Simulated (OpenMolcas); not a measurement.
# Tc⁴⁺ among point charges: CASSCF and CASPT2 levels and susceptibility

How does a field of 5 point charges split the states of Tc⁴⁺, and what χT follows?

Method: state-averaged CASSCF and CASPT2, spin-orbit coupling by RASSI with atomic mean-field integrals. Code: OpenMolcas 26.06.

### Step 1. The system

* Species: Tc⁴⁺ (technetium, Z = 43, 39 electrons)
* Basis: ANO-RCC-VDZP [6s5p3d1f], 43 functions
* Scalar Hamiltonian: DKH2, point nucleus
* Inactive shells: 1s 2s 2p 3s 3p 3d 4s 4p
* Active space: 3 electrons in 5 orbitals (4d)
* Some configurations of this space: 4d³
* Orbitals: optimised for each spin and parity, averaged over all roots

Outer shells as boxes (Hund's rule):

4d3
```
4d [↑ ][↑ ][↑ ][  ][  ]
```

The ion sits among 5 point charges of -2 e arranged as a trigonal bipyramid (D3h), 2.13 Å from the ion, with the axial distance 2.087 Å.

Each step is its own input file, run in one work folder so that later steps find the files of earlier ones. Labels, J, g values, rates, χT and fits are worked out afterwards by a script from the matrices that RASSI stores.

### Step 2. GATEWAY and SEWARD: basis and integrals

Input file a.inp:

```
&GATEWAY
Coord
1

Tc 0.0 0.0 0.0
Basis=ANO-RCC-VDZP
Group=NoSym
NoMove
AngMom=0.0 0.0 0.0
AMFI
XField
5 Angstrom 0
2.130000 0.000000 0.000000 -2.000000
-1.065000 1.844634 0.000000 -2.000000
-1.065000 -1.844634 0.000000 -2.000000
0.000000 0.000000 2.087400 -2.000000
0.000000 0.000000 -2.087400 -2.000000
&SEWARD
```

The run is started by

```bash
$ OMP_NUM_THREADS=1 MOLCAS_MEM=1689 MOLCAS_PROJECT=a pymolcas a.inp > a.log
```

### Step 3. CASSCF: quartets, 10 roots

Input file a.inp:

```
&RASSCF
FileOrb=start.orb
Symmetry=1
Spin=4
nActEl=3 0 0
Inactive=18
Ras2=5
CIRoot=10 10 1
SDav=10
CIMx=300
Iter=120 100
PrWF=0.3
OrbListing=Nothing
MaxOrb=0
>>> COPY $Project.JobIph JOB001
```

start.orb holds the contracted functions of the basis, ordered by shell, or the orbitals of the step before.

### Step 4. CASSCF: doublets, 40 roots

Input file a.inp:

```
&RASSCF
FileOrb=start.orb
Symmetry=1
Spin=2
nActEl=3 0 0
Inactive=18
Ras2=5
CIRoot=40 40 1
SDav=40
CIMx=300
Iter=120 100
PrWF=0.3
OrbListing=Nothing
MaxOrb=0
>>> COPY $Project.JobIph JOB002
```

### Step 5. State interaction with spin-orbit coupling

Input file a.inp:

```
&RASSI
NrOfJobIphs=2 10 40
1 2 3 4 5 6 7 8 9 10
1 2 3 4 5 6 7 8 9 10 11 12 13 14 15 16 17 18 19 20 21 22 23 24 25 26 27
28 29 30 31 32 33 34 35 36 37 38 39 40
IphNames
JOB001
JOB002
EJob
SpinOrbit
DIPRint=1.0
SOCoupling=1000.0
Subsets=2
Property=9
'ANGMOM' 1 'ANGMOM' 2 'ANGMOM' 3 'MLTPL  1' 1 'MLTPL  1' 2 'MLTPL  1' 3
'AMFI' 1 'AMFI' 2 'AMFI' 3
SOProperty=3
'ANGMOM' 1 'ANGMOM' 2 'ANGMOM' 3
```

### Step 6. CASPT2: IPEA 0.25, imaginary shift 0.1 (closed shells correlated: 4s 4p)

Input file a.inp:

```
>>> COPY JOB001 $Project.JobIph
&CASPT2
Multistate=10 1 2 3 4 5 6 7 8 9 10
NoMult
Frozen=14
IPEA=0.25
Imaginary=0.1
MaxIter=60
WThr=0.0 0.3 0.05
PrWF=0.5
NoMix
>>> COPY JOB002 $Project.JobIph
&CASPT2
Multistate=40 1 2 3 4 5 6 7 8 9 10 11 12 13 14 15 16 17 18 19 20 21 22
23 24 25 26 27 28 29 30 31 32 33 34 35 36 37 38 39 40
NoMult
Frozen=14
IPEA=0.25
Imaginary=0.1
MaxIter=60
WThr=0.0 0.3 0.05
PrWF=0.5
NoMix
```

(Steps that only read results are left out.)

What does the calculation give? Wanted: spin-free ground state; first state of the same spin within the active space; lowest level; next level.

**Answer**, as computed:

```
                                            quantity                                                                        value
                                              method  SS-CASPT2, IPEA 0.25, imaginary shift 0.1 (closed shells correlated: 4s 4p)
                              spin-free ground state                                               4E, 2-fold in its orbital part
first state of the same spin within the active space                                                              4E at 2160 cm⁻¹
                                        lowest level                                            2-fold E1/2, g = 0.21, 0.21, 1.79
                                          next level                                                                   514.5 cm⁻¹
                                         χT at 300 K                                                               0.40 cm³ K/mol
                           effective moment at 300 K                                                                      1.79 μB
```

Cost by method:

| method | time of its own steps | time with the reference |
| --- | --- | --- |
| A. CASSCF | 8.3 s | 8.3 s |
| B. SS-CASPT2, IPEA 0.25, imaginary shift 0.1, +4s 4p | 3.7 s | 12 s |

Times are of one thread on a shared host.

What this shows: The spin-free ground state (4E) comes to 100 % from free-ion F terms and keeps the highest spin of the shell. χT at 300 K is 0.40, against 1.88 cm³ K/mol for the spin alone, so spin-orbit coupling lowers it. CASPT2 does not keep the components of a term degenerate, and the means are used. The field of point charges can differ much from that of real complexes. This is an electrostatic model: the charges have no orbitals.
